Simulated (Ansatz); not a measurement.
# SiH2Br2 (SMILES Br[SiH2]Br): RPA@PBE0/def2-SVP

What is the vertical singlet–triplet gap of SiH2Br2 at RPA@PBE0/def2-SVP? 

The calculation is run with Ansatz 0.2.0.

53 further runs of the same task are left out: 6 that didn't finish, 47 set aside as unsound or not needed.

### 1 The molecule

SiH2Br2 has 5 atoms, charge 0, and is taken as a singlet. SMILES: `Br[SiH2]Br`. The coordinates come from a PBE0-D4/def2-TZVP relaxation.

Bond lengths: Br1–Si2 2.207 Å, Si2–Br3 2.207 Å, Si2–H4 1.476 Å, Si2–H5 1.476 Å. Angles: Br1–Si2–Br3 110.8°, Br1–Si2–H4 108.4°, Br1–Si2–H5 108.4°, Br3–Si2–H4 108.4°, Br3–Si2–H5 108.4°, H4–Si2–H5 112.5°.

### 2 The energy at RPA@PBE0/def2-SVP

in.yaml reads:

```yaml
basis:
  gaussian:
    orbitals: def2-SVP
crystal:
  periodic: [false, false, false]
  atoms:
    - symbol: Br
      position_ang: [-1.672690, -1.239290, 0.362310]
    - symbol: Si
      position_ang: [0.158230, -0.046290, 0.054680]
    - symbol: Br
      position_ang: [-0.295570, 1.814160, -1.042010]
    - symbol: H
      position_ang: [1.103430, -0.843230, -0.751710]
    - symbol: H
      position_ang: [0.706590, 0.314640, 1.376730]
hamiltonian:
  xc: {name: PBE0}
correlation:
  method: rpa
  frozen_orbitals: {Br: 9, H: 0, Si: 5}
accuracy: high
```

Started as:

```console
$ ansatz run in.yaml --threads 1 --pin off --max-ram 3480MiB --events-out events.jsonl --progress --plain --runs-dir runs
```

The program printed:

```text
Warning: RAYON_NUM_THREADS=1 ignored (pool sized by the plan → 1); use --threads N
Functional definition: PBE0
  name "PBE0"
  parameter a = 0.25
  parameter kappa = 0.804
  parameter beta = 0.06672455060314922
  exchange = (1 - a)*pbe_x(kappa = kappa, mu = beta*pi^2/3) + a*exact_x
  correlation = pbe_c(beta = beta)
1684 factors; integrals over basis functions are off by at most 5.9e-9 eV
mean field evaluation 1: about -147965.8888 eV, gradient 8.9e0 eV
mean field evaluation 2: about -147965.9857 eV, gradient 9.0e0 eV
mean field evaluation 4: about -147966.1746 eV, gradient 2.6e0 eV
mean field evaluation 8: about -147966.1949 eV, gradient 4.2e-2 eV
mean field evaluation 16: about -147966.1949 eV, gradient 2.3e-6 eV
mean field -147966.19492035 eV, -5437.6573682337 hartree, gradient 8.3e-8 eV, S^2 0.000000; 0 other end points of the search recorded, 0 dependent functions left out
23 core orbitals not correlated: weight in the atoms' cores, before any rotation towards them, 1.000 or more for the frozen orbitals, at most 0.000 for the correlated occupied ones
reference -147874.32751707 eV, -5434.2813034333 hartree; 20, 20 occupied and 49, 49 virtual orbitals, 1684 factors
Total energy: -147895.17881762 eV, -5435.0475745949 hartree
```

Wall time 14 s (1 thread of Arm Neoverse V2, shared host); peak memory 0.34 GiB.

### 3 The triplet, same level

molecule.yaml reads:

```yaml
crystal:
  periodic: [false, false, false]
  atoms:
    - {symbol: Br, position_ang: [-1.672690, -1.239290, 0.362310]}
    - {symbol: Si, position_ang: [0.158230, -0.046290, 0.054680]}
    - {symbol: Br, position_ang: [-0.295570, 1.814160, -1.042010]}
    - {symbol: H, position_ang: [1.103430, -0.843230, -0.751710]}
    - {symbol: H, position_ang: [0.706590, 0.314640, 1.376730]}
basis:
  gaussian: {orbitals: def2-SVP}
magnetization: {spin_polarized: true, initial_magnetization: 2}
hamiltonian: {xc: {name: PBE0}}
correlation: {method: rpa, frozen_orbitals: {Br: 9, H: 0, Si: 5}}
accuracy: high
```

Started as:

```console
$ ansatz run molecule.yaml --threads 1 --pin off --max-ram 3480MiB --events-out events.jsonl --progress --plain --runs-dir runs
```

The program printed, cut to the lines that bear on the results:

```text
Warning: RAYON_NUM_THREADS=1 ignored (pool sized by the plan → 1); use --threads N
Functional definition: PBE0
  name "PBE0"
[...]
1683 factors; integrals over basis functions are off by at most 5.9e-9 eV
[...]
mean field -147959.81816645 eV, -5437.4230268503 hartree, gradient 3.0e-8 eV, S^2 2.003672; 13 other end points of the search recorded, 0 dependent functions left out
23 core orbitals not correlated: weight in the atoms' cores, before any rotation towards them, 1.000 or more for the frozen orbitals, at most 0.000 for the correlated occupied ones
reference -147866.87816744 eV, -5434.0075448836 hartree; 21, 19 occupied and 48, 50 virtual orbitals, 1683 factors
Total energy: -147888.50807326 eV, -5434.8024292612 hartree
```

Run time: 1.9 min. Hardware: 1 thread of Arm Neoverse V2, shared host; peak memory 0.59 GiB.

### 4 Outcome

Level: RPA@PBE0/def2-SVP, 23 core orbitals frozen.

```
                                        quantity           value
                           singlet: total energy  -5435.04757 Eh
       singlet: RPA correlation energy (valence)      -766.3 mEh
                           triplet: total energy  -5434.80243 Eh
       triplet: RPA correlation energy (valence)      -794.9 mEh
      triplet: ⟨S²⟩ of the reference determinant           2.004
vertical energy of the triplet above the singlet        6.671 eV
```

In words: At this shape the triplet lies 6.67 eV (154 kcal/mol) above the singlet.
